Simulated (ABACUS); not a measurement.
The system is NaLaMnMoO6.

```
Na La Mn Mo O
1.0
     4.72242   -2.73688    0.00204
     4.72242    2.73688    0.00204
    -3.17796    0.00000    4.47000
Na La Mn Mo O
1 1 1 1 6
Direct
  0.25021 0.25021 0.74459
  0.75117 0.75117 0.25707
  0.49918 0.49918 0.49917
  0.00110 0.00110 0.00114
  0.28503 0.78106 0.28520
  0.78106 0.28503 0.28520
  0.25187 0.25187 0.18775
  0.74777 0.74777 0.81124
  0.21883 0.71407 0.71525
  0.71407 0.21883 0.71525
```

The cell was built by a generator and needn't be a form met in nature.

Base run:

```yaml
Program: ABACUS 3.10.1
Functional: PBE
Potentials_or_basis: PseudoDojo NC SR 0.4.1 PBE standard
Cutoff: 1510 eV
Density_cutoff: 6041 eV
Basis: plane waves
k_mesh: 6 × 6 × 6
Occupations: fermi-dirac, width 0.05 eV
Spin: collinear spin, ferromagnetic start
Starting_moments: "[0.0, 0.0, 4.0, 1.0, 0.0, 0.0, 0.0, 0.0, 0.0, 0.0] μB"
```

Its results: band gap on the k mesh none (metal or under the smearing width); pressure 0.8 GPa; net moment 2.21 μB per cell; largest force 0.185 eV/Å.

Task: The run is repeated on the same cell with these changes: basis from plane waves to DZP LCAO (the cutoffs set its grid). What comes out?

Result: Band gap on the k mesh none (metal or under the smearing width); pressure 2.3 GPa; net moment 2.21 μB per cell; site moments Na +0.00; La -0.04; Mn +2.89; Mo -0.63; O -0.01, +0.00, -0.00 μB; largest force 0.122 eV/Å.

Caveats: a cell with one magnetic atom can't hold antiferromagnetic order, which such compounds often take; semilocal functionals often make such compounds metallic where correlation or magnetic order opens a gap, which also shifts bond lengths; there are fewer bands than atomic start orbitals, so a level may be missed at k points of high symmetry (some runs); the atomic orbitals were generated for these runs and aren't a published set (some runs); the basis of atomic orbitals isn't converged, which shifts pressures, moduli and gaps (some runs).

Not every run made on this cell is shown here.
